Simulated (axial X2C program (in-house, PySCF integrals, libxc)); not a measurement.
**A two-component session on HfO⁺: EOM-EA-CCSD levels**

Wanted for HfO⁺: EOM-EA-CCSD levels, at the two-component level.

Method: two-component X2C with atomic mean-field terms, Hf dyall-acv3z, O dyall-av3z; program: an in-house X2C program for linear molecules on PySCF integrals.

All values are calculated.

### 1 Input

File task.json:

```json
{
 "zs": [
  72,
  8
 ],
 "q": 1,
 "bas": [
  "dyall-acv3z",
  "dyall-av3z"
 ],
 "r0": 1.85,
 "eom": "ea",
 "thr": -2.0,
 "nmax": 92,
 "grid": [
  1,
  0.96,
  1.045,
  0.92,
  1.09,
  1.15
 ]
}
```

Keys: zs atomic numbers; q charge; bas basis sets; r0 starting distance in Å; eom kind of EOM run; thr threshold in hartree for freezing inner shells (an s shell follows its p shell); nmax most natural virtual spinors; grid distances as factors.

Run with:

```sh
python soeom.py task.json out
```

Nuclei are Gaussian, cores are contracted, and the Gaunt term is on.

### 2 EOM-EA-CCSD at 1.682 Å

Reference: the closed shell HfO²⁺; 16 electrons correlated, 88 virtual spinors; roots sought by Ω: 1/2: 5, 3/2: 4, 5/2: 2, 7/2: 1.

Output:

```text
two-component X2C + atomic mean field  HF
basis functions 248  fitting functions 1249  grid points 5075
iter        total energy     max residual
   1     -15145.627528572     8.73e-01
   2     -15145.675689664     2.81e-02
   3     -15145.674703183     3.43e-02
   4     -15145.681000306     1.31e-03
   5     -15145.681021821     6.13e-04
   6     -15145.681028493     3.85e-04
   7     -15145.681031841     6.48e-05
   8     -15145.681032505     4.74e-05
   9     -15145.681032821     2.94e-05
  10     -15145.681032940     1.15e-05
  11     -15145.681032957     2.98e-06
  12     -15145.681032958     1.28e-06
converged
one-electron -21101.27762306  Coulomb 6102.83977077  exact exchange -315.74448808  xc functional 0.00000000  nuclear repulsion 181.21645273  atomic mean-field constant -12.71514531
correlated 16  virtual 336  natural virtual 88  E(MP2) -0.554152386  MP2 remainder -0.090796305
iter   CCSD correlation   residual
   1     -0.404532421   3.01e-01
   2     -0.432810320   2.19e-01
   3     -0.436438491   3.29e-02
   4     -0.437422482   1.38e-02
   5     -0.437534327   4.86e-03
   6     -0.437552391   2.65e-03
   7     -0.437510775   1.50e-03
   8     -0.437504031   8.11e-04
   9     -0.437534573   3.91e-04
  10     -0.437526370   1.68e-04
  11     -0.437528151   5.95e-05
  12     -0.437527517   2.66e-05
  13     -0.437526819   1.09e-05
  14     -0.437526863   5.12e-06
  15     -0.437526713   2.80e-06
  16     -0.437526672   1.48e-06
  17     -0.437526721   7.69e-07
  18     -0.437526710   4.19e-07
(T) -0.021855072  T1 0.0378  D1 0.0650  max T2 0.036
EOM-EA-CCSD roots
2*Omega      energy/Eh   energy/eV  one-particle weight
    1      -0.52454613    -14.2736      0.977
    1      -0.42214619    -11.4872      0.973
    1      -0.37272105    -10.1423      0.976
    1      -0.30978702     -8.4297      0.972
    1      -0.22101752     -6.0142      0.992
    3      -0.48847811    -13.2922      0.968
    3      -0.40718693    -11.0801      0.973
    3      -0.30273450     -8.2378      0.974
    3      -0.18535449     -5.0438      0.995
    5      -0.47683161    -12.9752      0.969
    5      -0.18326068     -4.9868      0.995
    7      -0.11487618     -3.1259      0.000
```

T1 in the output is the amplitude norm over the root of the electron number; divide by √2 for the Lee–Taylor value.

| Ω | binding energy (eV) | above lowest (cm⁻¹) | spinor | weight |
| --- | --- | --- | --- | --- |
| 1/2 | 14.274 | 0 | 61% Hf sσ, 13% Hf dσ, 12% O pσ | 0.98 |
| 3/2 | 13.292 | 7920 | 97% Hf dδ | 0.97 |
| 5/2 | 12.975 | 10470 | 97% Hf dδ | 0.97 |
| 1/2 | 11.487 | 22470 | 44% Hf dπ, 37% Hf pπ, 10% O pπ | 0.97 |
| 3/2 | 11.080 | 25760 | 48% Hf dπ, 35% Hf pπ, 11% O pπ | 0.97 |
| 1/2 | 10.142 | 33320 | 44% Hf pσ, 34% Hf dσ, 8% O pσ | 0.98 |
| 1/2 | 8.430 | 47130 | 41% Hf pπ, 20% O pπ, 19% Hf dπ | 0.97 |
| 3/2 | 8.238 | 48680 | 45% Hf pπ, 20% O pπ, 18% Hf dπ | 0.97 |
| 1/2 | 6.014 | 66620 | 77% Hf sσ, 10% Hf dσ | 0.99 |
| 3/2 | 5.044 | 74440 | 91% Hf dδ | 0.99 |
| 5/2 | 4.987 | 74900 | 97% Hf dδ | 1.00 |

Run time: 24 s. Hardware: 1 thread of Arm Neoverse V2, shared host; peak memory 1 GiB.

### 3 EOM-EA-CCSD at 1.615 Å

| Ω | binding energy (eV) | above lowest (cm⁻¹) | spinor | weight |
| --- | --- | --- | --- | --- |
| 1/2 | 14.132 | 0 | 61% Hf sσ, 13% O pσ, 12% Hf dσ | 0.98 |
| 3/2 | 13.110 | 8250 | 96% Hf dδ | 0.97 |
| 5/2 | 12.799 | 10760 | 96% Hf dδ | 0.97 |
| 1/2 | 11.221 | 23480 | 42% Hf pπ, 40% Hf dπ, 10% O pπ | 0.98 |
| 3/2 | 10.803 | 26850 | 44% Hf dπ, 40% Hf pπ, 11% O pπ | 0.98 |
| 1/2 | 9.774 | 35150 | 46% Hf pσ, 33% Hf dσ, 8% O pσ | 0.98 |
| 1/2 | 8.148 | 48270 | 37% Hf pπ, 21% O pπ, 21% Hf dπ | 0.97 |
| 3/2 | 7.981 | 49610 | 39% Hf pπ, 21% O pπ, 20% Hf dπ | 0.97 |
| 1/2 | 5.994 | 65640 | 77% Hf sσ, 9% Hf dσ | 0.99 |
| 3/2 | 5.011 | 73570 | 88% Hf dδ, 7% Hf dπ | 1.00 |
| 5/2 | 4.953 | 74040 | 97% Hf dδ | 1.00 |

Wall time 27 s (1 thread of Arm Neoverse V2, shared host); peak memory 1 GiB.

### 4 EOM-EA-CCSD at 1.758 Å

| Ω | binding energy (eV) | above lowest (cm⁻¹) | spinor | weight |
| --- | --- | --- | --- | --- |
| 1/2 | 14.408 | 0 | 62% Hf sσ, 14% Hf dσ, 12% O pσ | 0.98 |
| 3/2 | 13.481 | 7480 | 97% Hf dδ | 0.97 |
| 5/2 | 13.158 | 10080 | 98% Hf dδ | 0.97 |
| 1/2 | 11.769 | 21290 | 47% Hf dπ, 33% Hf pπ, 10% O pπ | 0.97 |
| 3/2 | 11.376 | 24460 | 52% Hf dπ, 30% Hf pπ, 11% O pπ | 0.97 |
| 1/2 | 10.524 | 31330 | 42% Hf pσ, 36% Hf dσ, 8% O pσ | 0.97 |
| 1/2 | 8.710 | 45960 | 47% Hf pπ, 19% O pπ, 17% Hf dπ | 0.97 |
| 3/2 | 8.490 | 47730 | 50% Hf pπ, 19% O pπ, 16% Hf dπ | 0.97 |
| 1/2 | 6.041 | 67480 | 75% Hf sσ, 12% Hf dσ | 0.99 |
| 3/2 | 5.078 | 75250 | 93% Hf dδ | 0.99 |
| 5/2 | 5.021 | 75710 | 96% Hf dδ | 0.99 |

Run time: 25 s. Hardware: 1 thread of Arm Neoverse V2, shared host; peak memory 1.1 GiB.

### 5 EOM-EA-CCSD at 1.547 Å

| Ω | binding energy (eV) | above lowest (cm⁻¹) | spinor | weight |
| --- | --- | --- | --- | --- |
| 1/2 | 13.971 | 0 | 61% Hf sσ, 14% O pσ, 11% Hf dσ | 0.98 |
| 3/2 | 12.918 | 8490 | 95% Hf dδ | 0.97 |
| 5/2 | 12.613 | 10950 | 95% Hf dδ | 0.97 |
| 1/2 | 10.945 | 24400 | 46% Hf pπ, 37% Hf dπ, 10% O pπ | 0.98 |
| 3/2 | 10.520 | 27830 | 45% Hf pπ, 39% Hf dπ, 11% O pπ | 0.98 |
| 1/2 | 9.382 | 37010 | 47% Hf pσ, 31% Hf dσ, 8% O pσ | 0.98 |
| 1/2 | 7.833 | 49500 | 32% Hf pπ, 24% Hf dπ, 22% O pπ | 0.97 |
| 3/2 | 7.691 | 50640 | 34% Hf pπ, 23% Hf dπ, 22% O pπ | 0.98 |
| 1/2 | 5.980 | 64450 | 77% Hf sσ, 7% Hf dσ, 7% O pσ | 0.99 |
| 3/2 | 4.977 | 72540 | 81% Hf dδ, 13% Hf dπ | 1.00 |
| 5/2 | 4.916 | 73030 | 98% Hf dδ | 1.00 |

Wall time 21 s (1 thread of Arm Neoverse V2, shared host); peak memory 1.1 GiB.

### 6 EOM-EA-CCSD at 1.833 Å

| Ω | binding energy (eV) | above lowest (cm⁻¹) | spinor | weight |
| --- | --- | --- | --- | --- |
| 1/2 | 14.517 | 0 | 62% Hf sσ, 16% Hf dσ, 11% O pσ | 0.97 |
| 3/2 | 13.649 | 7010 | 98% Hf dδ | 0.96 |
| 5/2 | 13.319 | 9670 | 98% Hf dδ | 0.97 |
| 1/2 | 12.026 | 20100 | 50% Hf dπ, 29% Hf pπ, 11% O pπ | 0.97 |
| 3/2 | 11.649 | 23130 | 56% Hf dπ, 26% Hf pπ, 12% O pπ | 0.97 |
| 1/2 | 10.868 | 29430 | 41% Hf pσ, 38% Hf dσ, 8% O pσ | 0.97 |
| 1/2 | 8.953 | 44880 | 51% Hf pπ, 18% O pπ, 15% Hf dπ | 0.97 |
| 3/2 | 8.707 | 46860 | 55% Hf pπ, 17% O pπ, 15% Hf dπ | 0.97 |
| 1/2 | 6.075 | 68090 | 68% Hf sσ, 15% Hf dσ, 7% Hf pσ | 0.99 |
| 5/2 | 5.051 | 76350 | 96% Hf dδ | 0.99 |

It took 26 s on 1 thread of Arm Neoverse V2, shared host; peak memory 1.1 GiB.

### 7 EOM-EA-CCSD at 1.934 Å

| Ω | binding energy (eV) | above lowest (cm⁻¹) | spinor | weight |
| --- | --- | --- | --- | --- |
| 1/2 | 14.623 | 0 | 62% Hf sσ, 17% Hf dσ, 10% O pσ | 0.97 |
| 3/2 | 13.835 | 6360 | 98% Hf dδ | 0.96 |
| 5/2 | 13.488 | 9150 | 99% Hf dδ | 0.96 |
| 1/2 | 12.318 | 18600 | 51% Hf dπ, 25% Hf pπ, 13% O pπ | 0.96 |
| 3/2 | 11.972 | 21380 | 62% Hf dπ, 21% Hf pπ, 11% O pπ | 0.96 |
| 1/2 | 11.266 | 27080 | 40% Hf dσ, 38% Hf pσ, 8% O pσ | 0.97 |
| 1/2 | 9.222 | 43560 | 57% Hf pπ, 17% O pπ, 13% Hf dπ | 0.97 |
| 3/2 | 8.951 | 45750 | 61% Hf pπ, 15% O pπ, 13% Hf dπ | 0.97 |

It took 31 s on 1 thread of Arm Neoverse V2, shared host; peak memory 1.1 GiB.

### 8 Curves of the states

Energies in eV from the lowest point of the lowest state; states are followed by energy order within each Ω.

| R (Å) | (1)Ω=1/2 | (1)Ω=3/2 | (1)Ω=5/2 | (2)Ω=1/2 | (2)Ω=3/2 | (3)Ω=1/2 | (4)Ω=1/2 | (3)Ω=3/2 |
| --- | --- | --- | --- | --- | --- | --- | --- | --- |
| 1.547 | 0.8303 | 1.8826 | 2.1880 | 3.8556 | 4.2806 | 5.4193 | 6.9676 | 7.1094 |
| 1.615 | 0.2198 | 1.2425 | 1.5536 | 3.1315 | 3.5489 | 4.5780 | 6.2044 | 6.3712 |
| 1.682 | 0.0000 | 0.9815 | 1.2984 | 2.7864 | 3.1935 | 4.1314 | 5.8439 | 6.0358 |
| 1.758 | 0.0937 | 1.0207 | 1.3440 | 2.7328 | 3.1258 | 3.9780 | 5.7923 | 6.0118 |
| 1.833 | 0.4423 | 1.3111 | 1.6410 | 2.9339 | 3.3106 | 4.0914 | 6.0071 | 6.2525 |
| 1.934 | 1.1638 | 1.9523 | 2.2987 | 3.4695 | 3.8148 | 4.5213 | 6.5651 | 6.8362 |

Constants where the minimum is well bracketed (masses 179.947 and 15.995 u):

| state | Te (cm⁻¹) | Re (Å) | ωe (cm⁻¹) |
| --- | --- | --- | --- |
| (1)Ω=1/2 | 0 | 1.697 | 1046 |
| (1)Ω=3/2 | 7800 | 1.709 | 1006 |
| (1)Ω=5/2 | 10380 | 1.708 | 1008 |
| (2)Ω=1/2 | 21970 | 1.733 | 957 |
| (2)Ω=3/2 | 25180 | 1.736 | 945 |
| (4)Ω=1/2 | 46630 | 1.731 | 984 |
| (3)Ω=3/2 | 48310 | 1.724 | 998 |

### 9 Results

| quantity | value |
| --- | --- |
| lowest root at 1.682 Å | Ω = 1/2, 14.274 eV |
| next root led by one particle | Ω = 3/2, about 7920 cm⁻¹ higher |
| T1 of the reference | 0.027 |
| lowest state, Re and ωe | 1.697 Å, 1046 cm⁻¹ |

What this shows: The added electron is bound by 14.27 eV in a spinor of 61% Hf sσ, 13% Hf dσ, 12% O pσ. Errors of 0.1 to 0.3 eV are usual at this size, and roots led by higher excitations are left out, so the list is incomplete, and low states of that kind can be missing. T1 or the largest double amplitude of the reference is raised, which lowers the reliability. The bond is 0.032 Å longer than in the closed-shell reference at CCSD (1.665 Å).
